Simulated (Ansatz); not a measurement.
# CH2Se (methaneselone) at 6 levels

Wanted: a comparison of 6 runs (HF/STO-3G, HF/3-21G, r2SCAN0/def2-TZVPP, revPBE/def2-TZVPP, wB97X/def2-TZVPP, MP2/def2-TZVPP) of CH2Se (methaneselone). 

The calculation is run with Ansatz 0.2.0.

47 further runs of the same task are left out: 47 set aside as unsound or not needed.

## (1) The structure to begin with

CH2Se: 4 atoms, total charge 0, spin state singlet. SMILES: `C=[Se]`. One bond was lengthened or shortened from a relaxed shape.

Bond lengths: C1–Se2 1.741 Å, C1–H3 1.250 Å, C1–H4 1.087 Å. Angles: Se2–C1–H3 121.8°, Se2–C1–H4 121.8°, H3–C1–H4 116.4°.

## (2) A single-point energy at HF/STO-3G (run 1)

File run.yaml:

```yaml
crystal:
  periodic: [false, false, false]
  atoms:
    - {symbol: C, position_ang: [-0.060894, 0.120477, -0.070371]}
    - {symbol: Se, position_ang: [1.452656, 0.441287, 0.726989]}
    - {symbol: H, position_ang: [-0.586530, -1.013730, -0.053570]}
    - {symbol: H, position_ang: [-0.599594, 0.895687, -0.609601]}
basis:
  gaussian:
    orbitals: STO-3G
total_charge: 0
hamiltonian:
  xc: hf
accuracy: high
output:
  orbitals: {seedname: orbitals}
```

Launch:

```
ansatz run run.yaml --threads 1 --pin off --max-ram 3480MiB --events-out events.jsonl --progress --plain --runs-dir runs
```

The program printed:

```text
Warning: RAYON_NUM_THREADS=1 ignored (pool sized by the plan → 1); use --threads N
Functional definition: HF
  name "HF"
  exchange = exact_x
  correlation = 0
345 factors; integrals over basis functions are off by at most 2.9e-8 eV
mean field evaluation 1: about -65631.6802 eV, gradient 2.7e1 eV
mean field evaluation 2: about -65631.7254 eV, gradient 2.7e1 eV
mean field evaluation 4: about -65634.7684 eV, gradient 1.6e0 eV
mean field evaluation 8: about -65634.7820 eV, gradient 2.8e-4 eV
mean field -65634.78202505 eV, -2412.0337505674 hartree, gradient 1.2e-8 eV, S^2 0.000000; 0 other end points of the search recorded, 0 dependent functions left out
reference -65634.78202505 eV, -2412.0337505674 hartree; 21, 21 occupied and 4, 4 virtual orbitals, 345 factors
Total energy: -65634.78202505 eV, -2412.0337505674 hartree
```

Wall time 0.12 s (1 thread of Arm Neoverse V2, shared host).

## (3) A single-point energy at HF/3-21G (run 2)

File molecule.yaml:

```yaml
crystal:
  periodic: [false, false, false]
  atoms:
    - {symbol: C, position_ang: [-0.060894, 0.120477, -0.070371]}
    - {symbol: Se, position_ang: [1.452656, 0.441287, 0.726989]}
    - {symbol: H, position_ang: [-0.586530, -1.013730, -0.053570]}
    - {symbol: H, position_ang: [-0.599594, 0.895687, -0.609601]}
basis:
  gaussian: {orbitals: 3-21G-spherical.json}
hamiltonian: {xc: hf}
accuracy: high
output: {orbitals: {seedname: orbitals}}
```

The basis set 3-21G is read from a file made from the Basis Set Exchange's data (not shown).

Launch:

```
ansatz run molecule.yaml --threads 1 --pin off --max-ram 3480MiB --events-out events.jsonl --progress --plain --runs-dir runs
```

The program printed:

```text
Warning: RAYON_NUM_THREADS=1 ignored (pool sized by the plan → 1); use --threads N
Functional definition: HF
  name "HF"
  exchange = exact_x
  correlation = 0
583 factors; integrals over basis functions are off by at most 4.4e-9 eV
mean field evaluation 1: about -66047.6151 eV, gradient 1.3e1 eV
mean field evaluation 2: about -66047.7389 eV, gradient 1.3e1 eV
mean field evaluation 4: about -66048.3884 eV, gradient 1.5e0 eV
mean field evaluation 8: about -66048.3985 eV, gradient 1.1e-3 eV
mean field -66048.39854718 eV, -2427.2338773965 hartree, gradient 1.7e-8 eV, S^2 0.000000; 0 other end points of the search recorded, 0 dependent functions left out
reference -66048.39854718 eV, -2427.2338773965 hartree; 21, 21 occupied and 14, 14 virtual orbitals, 583 factors
Total energy: -66048.39854718 eV, -2427.2338773965 hartree
```

Run time: 0.2 s. Hardware: 1 thread of Arm Neoverse V2, shared host.

Runs 3 to 5 aren't shown in full; the table further down has their settings and results.

## (4) A single-point energy at MP2/def2-TZVPP (run 6)

File in.yaml:

```yaml
crystal:
  periodic: [false, false, false]
  atoms:
    - {symbol: C, position_ang: [-0.060894, 0.120477, -0.070371]}
    - {symbol: Se, position_ang: [1.452656, 0.441287, 0.726989]}
    - {symbol: H, position_ang: [-0.586530, -1.013730, -0.053570]}
    - {symbol: H, position_ang: [-0.599594, 0.895687, -0.609601]}
basis:
  gaussian: {orbitals: def2-TZVPP}
correlation: {method: mp2, frozen_orbitals: {C: 1, H: 0, Se: 9}}
accuracy: high
```

Launch:

```
ansatz run in.yaml --threads 1 --pin off --max-ram 3480MiB --events-out events.jsonl --progress --plain --runs-dir runs
```

The program printed:

```text
Warning: RAYON_NUM_THREADS=1 ignored (pool sized by the plan → 1); use --threads N
Functional definition: HF
  name "HF"
  exchange = exact_x
  correlation = 0
1657 factors; integrals over basis functions are off by at most 4.3e-9 eV
mean field evaluation 1: about -66363.3175 eV, gradient 1.2e1 eV
mean field evaluation 2: about -66363.4170 eV, gradient 1.2e1 eV
mean field evaluation 4: about -66363.9732 eV, gradient 1.1e0 eV
mean field evaluation 8: about -66363.9773 eV, gradient 2.2e-3 eV
mean field -66363.97731041 eV, -2438.8311830380 hartree, gradient 2.9e-8 eV, S^2 0.000000; 0 other end points of the search recorded, 0 dependent functions left out; unrestricted orbitals would lower it
mean field evaluation 16: about -66364.0233 eV, gradient 8.3e0 eV
10 core orbitals not correlated: weight in the atoms' cores, before any rotation towards them, 1.000 or more for the frozen orbitals, at most 0.000 for the correlated occupied ones
reference -66363.97731041 eV, -2438.8311830380 hartree; 11, 11 occupied and 86, 86 virtual orbitals, 1657 factors
second order -11.88224373 eV of doubles, -0.00000000 eV of singles
Total energy: -66375.85955414 eV, -2439.2678474410 hartree
```

It took 2.8 s on 1 thread of Arm Neoverse V2, shared host; peak memory 0.25 GiB.

## (5) The series

| run | level | frozen core orbitals | energy (Eh) | HOMO energy (eV) | LUMO energy (eV) | HOMO–LUMO gap (eV) | wall time |
| --- | --- | --- | --- | --- | --- | --- | --- |
| 1 | HF/STO-3G | – | -2412.033751 | -6.48 | 4.53 | 11.01 | 0.12 s |
| 2 | HF/3-21G | – | -2427.233877 | -8.73 | 1.19 | 9.92 | 0.2 s |
| 3 | r2SCAN0/def2-TZVPP | – | -2440.767140 | -6.58 | -2.74 | 3.84 | 9.9 s |
| 4 | revPBE/def2-TZVPP | – | -2440.617516 | -5.26 | -3.61 | 1.65 | 3.9 s |
| 5 | wB97X/def2-TZVPP | – | -2440.839257 | -8.73 | -0.59 | 8.13 | 19 s |
| 6 | MP2/def2-TZVPP | 10 | -2439.267847 | – | – | – | 2.8 s |

## (6) What came out

| quantity | value |
| --- | --- |
| run 6: total energy | -2439.26785 Eh |
| run 6: correlation energy (10 core orbitals frozen) | -436.7 mEh |

**Reading.** Over runs 1, 2, 3, 4, 5 the HOMO–LUMO gap runs from 1.65 eV (revPBE/def2-TZVPP) to 11.01 eV (HF/STO-3G). The two ends differ in method and basis. Totals of different functionals can't be ranked against each other. In run 6 the log says that unrestricted orbitals would lower the reference, so the values rest on an unstable closed-shell determinant (other closed-shell runs at this shape may share the fault). In run 1 the basis is minimal, so the values are rough. All runs together took 36 s, the longest 19 s.
